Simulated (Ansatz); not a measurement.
# BrGaH2O2, SMILES [OH][Ga]([OH])[Br]: a rigid scan of one bond angle

Program: the Python package of Ansatz (0.2.0).

The cells in order, each with its output:

**Cell 1**
```python
from dataclasses import dataclass

import ansatz
from ase import Atoms
```

**Cell 2**
```python
@dataclass(frozen=True)
class RunConfig:
    basis: str = "def2-SVP"
    functional: str = "hf"
    force_tol: float = 0.02


opts = RunConfig()

atoms = Atoms(["O", "Ga", "O", "Br", "H", "H"], positions=[
    [-0.1412, 1.6168, -0.7999],
    [0.3295, -0.2727, -0.5142],
    [0.8068, -1.0358, 0.7874],
    [-1.1066, -1.6944, -0.9614],
    [-0.7371, 1.5979, -0.0075],
    [0.8906, -0.2757, 1.4493],
])
```

**Cell 3**
```python
first = (
    ansatz.Crystal.molecule_from_ase(atoms).calculation()
    .basis(gaussian=opts.basis)
    .functional(opts.functional)
    .relax(force_tolerance=opts.force_tol, max_steps=80)
)
atoms.positions = first.run(threads=1, backend="cpu").report["positions_ang"]

rows = []
for angle in [85, 95, 105, 115, 125, 140, 160]:
    bent = atoms.copy()
    bent.set_angle(1, 0, 4, angle, indices=[4])
    setup = ansatz.Crystal.molecule_from_ase(bent).calculation()
    setup = setup.basis(gaussian=opts.basis)
    setup = setup.functional(opts.functional)
    rows.append((angle, setup.run(threads=1, backend="cpu").report["free_energy_ev"]))
floor = min(e for _, e in rows)
for angle, e in rows:
    print(f"angle Ga1-O0-H4 = {angle:3d} deg   {1000 * (e - floor):9.1f} meV")
```
Output:
```text
angle Ga1-O0-H4 =  85 deg       546.3 meV
angle Ga1-O0-H4 =  95 deg       252.0 meV
angle Ga1-O0-H4 = 105 deg        81.2 meV
angle Ga1-O0-H4 = 115 deg         5.1 meV
angle Ga1-O0-H4 = 125 deg         0.0 meV
angle Ga1-O0-H4 = 140 deg        78.5 meV
angle Ga1-O0-H4 = 160 deg       235.8 meV
```

The scan is rigid, and the energies are electronic, in a modest basis. The zero is the lowest point of the grid, which needn't be the minimum. Wall time of the script: 52 s on 1 thread of Arm Neoverse V1 (shared host), peak memory 0.29 GiB.
